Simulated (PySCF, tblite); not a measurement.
**CH11NSi3: geometry, infrared bands and NMR shifts**

Wanted: the infrared bands and NMR shifts of CH11NSi3 (`C[Si@@H]([SiH3])[SiH2]N`), by calculation.

The runs use tblite 0.8.0 and PySCF 2.14.0, with density-fitted response routines of our own; the level of theory stands in each step. All values are computed, except where a source is named. Atoms count from 0, in the outputs and in this text.

## 1. The starting structure

16 atoms, charge 0, multiplicity 1; geometry from: force field or distance geometry start.

Bonds of the start (Å): C0–Si1 1.85, Si1–Si2 2.28, Si1–Si3 2.30, Si3–N4 1.71, C0–H5 1.10, C0–H6 1.10, C0–H7 1.09, Si1–H8 1.49, Si2–H9 1.49, Si2–H10 1.49, Si2–H11 1.50, Si3–H12 1.49, Si3–H13 1.47, N4–H14 1.02, N4–H15 1.01.

## 2. Relaxing the molecule with GFN2-xTB

The job: settings as JSON, then the geometry in Å.

```
{"job": {"kind": "relax", "xc": "GFN2-xTB", "basis": "xTB"}, "charge": 0, "multiplicity": 1}
C     -0.610500    -1.276400     1.477400
Si    -0.441800    -0.614700    -0.246700
Si    -2.245100     0.666800    -0.782700
Si     1.346300     0.826800    -0.364800
N      2.821500     0.068800     0.046700
H     -0.744800    -0.470100     2.208900
H     -1.491100    -1.926100     1.557900
H      0.263300    -1.855100     1.777900
H     -0.265400    -1.751500    -1.199600
H     -2.401100     1.792800     0.180400
H     -2.102800     1.227300    -2.156300
H     -3.499300    -0.149800    -0.740800
H      1.189500     1.955800     0.588200
H      1.537200     1.335100    -1.731400
H      3.560400     0.777100     0.044600
H      3.076000    -0.597900    -0.671100
```

On the command line:

```
$ OMP_NUM_THREADS=1 python probes_run.py task.json out
```

This one command runs all jobs of the session in turn.

**Question.** This job is followed by: GFN2-xTB harmonic vibrations, gas phase; GIAO PBE0/pcSseg-1 NMR shielding, non-relativistic, gas phase. What will the session give for the following? strongest single infrared mode (GFN2-xTB); zero-point energy (GFN2-xTB); ¹³C shifts against TMS (PBE0/pcSseg-1); ¹H shifts against TMS (PBE0/pcSseg-1, means over atoms taken as alike); ²⁹Si shifts against TMS (PBE0/pcSseg-1); ¹⁵N shifts against NH3 (PBE0/pcSseg-1).

As calculated:

| quantity | value |
| --- | --- |
| strongest single infrared mode (GFN2-xTB) | 2219 cm⁻¹, 665 km/mol |
| zero-point energy (GFN2-xTB) | 69.1 kcal/mol |
| ¹³C shifts against TMS (PBE0/pcSseg-1) | -8.6 ppm |
| ¹H shifts against TMS (PBE0/pcSseg-1, means over atoms taken as alike) | 5.14, 4.93, 4.02, 3.38, 0.36, -0.17 ppm |
| ²⁹Si shifts against TMS (PBE0/pcSseg-1) | -50.2, -88.0, -117.1 ppm |
| ¹⁵N shifts against NH3 (PBE0/pcSseg-1) | -2.4 ppm |

The optimisation took 68 steps and gained 0.297 eV; among the close pairs (by a distance rule), C0–Si1 changed most, from 1.854 to 1.911 Å. No mode is imaginary among the 42: a minimum at this level. The strongest single mode, at 2219 cm⁻¹, moves mainly H9. GFN2-xTB is a fitted tight-binding method: band positions and strengths are rough. Its intensities can rank the bands wrongly. At PBE0/pcSseg-1: Shielding is most anisotropic at Si3 (span 118 ppm, paramagnetic term -480 ppm).
